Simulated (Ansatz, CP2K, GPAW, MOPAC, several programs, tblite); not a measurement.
**Many methods on one cell: CdCP₂ (ordering on zincblende)**

An ordered 4-atom cell of CdCP₂ on the zincblende lattice (P-4m2), relaxed with r2SCAN in Ansatz, was computed with several methods. Space group P-4m2 (No. 115), tetragonal; conventional cell a = 3.305 Å, c = 5.972 Å, 16.31 Å³ an atom. Cd is surrounded by 4 P at 2.56 Å and 4 Cd at 3.30 Å; P is surrounded by 2 C at 1.95 Å and 2 Cd at 2.56 Å; C is surrounded by 4 P at 1.95 Å. These are computed values for a spin-unpolarised cell that may be hypothetical; none is a measurement.

```yaml
crystal:
  lattice:
    - [3.30484, 0.00000, 0.00000]
    - [0.00000, 3.30484, 0.00000]
    - [0.00000, 0.00000, 5.97184]
  atoms:
    - { symbol: Cd, position: [0.00000, 0.00000, 0.00000] }
    - { symbol: P, position: [0.00000, 0.50000, 0.32654] }
    - { symbol: C, position: [0.50000, 0.50000, 0.50000] }
    - { symbol: P, position: [0.50000, 0.00000, 0.67346] }
```

Gaps and times are for a single point on this cell; volume and bulk modulus come from each method's own relaxation or energy curve at fixed shape, which is too stiff where a cell has free coordinates or axes. Times are rough, from shared hosts (Arm Neoverse V1), and each method has its own mesh and cell size. A double dagger marks a value from a curve with shape and coordinates held. PM7 (MOPAC): levels, charges or heat of formation failed a check of plausibility, so no values are given. PM7 (MOPAC), GFN1-xTB (tblite), GFN2-xTB (tblite) treat a cluster of cells at its zone centre, which samples few k points: where these miss a band edge, the gap comes out too large for that reason alone. Gaps from k meshes are read at a limited set of points (mesh, symmetry points, PBE's band edges), so each method's own least gap may be somewhat smaller. xTB and the PM methods were fitted mostly to molecules, and can miss a solid's gap by electronvolts. Minimal bases can be far off for gaps. d marks a direct gap, i an indirect one (no mark: not told apart), a dash a value that wasn't computed or didn't pass its checks.

| method | kind | gap (eV) | own volume (Å³/atom) | bulk modulus (GPa) | atoms computed | processor time |
| --- | --- | --- | --- | --- | --- | --- |
| light PBE (260 eV and a coarse mesh) | light plane-wave | overlap 0.54 | – | – | 4 | 1.6 s |
| GFN1-xTB (tblite) | tight binding | 0 | – | – | 72 | 6.5 s |
| PBE | semilocal | overlap 0.58 | 16.49 | 89‡ | 4 | 7.9 s |
| PBE/SZV (CP2K) | small basis | overlap 0.27 | – | – | 4 | 8.3 s |
| GFN2-xTB (tblite) | tight binding | 0 | 17.06‡ | 84‡ | 72 | 8.3 s |
| PBE/single zeta (GPAW) | small basis | overlap 0.32 | – | – | 4 | 21 s |
| PBE/DZVP (CP2K) | small basis | overlap 0.56 | 16.69‡ | 87‡ | 4 | 22 s |
| r2SCAN | semilocal | overlap 0.50 | 16.31 | 97‡ | 4 | 23 s |
| PM7 (MOPAC) | semi-empirical | – | – | – | 72 | 3.9 min |

Volumes against r2SCAN's: PBE +1.1 %.

With PBE and r2SCAN the bands overlap or touch, or nearly. Semilocal functionals can close a real gap, so this doesn't show a metal; small gaps of other methods may in turn close between the points read or with spin-orbit coupling, and the solid may be a semimetal.

The runs are scalar-relativistic, without spin-orbit coupling.
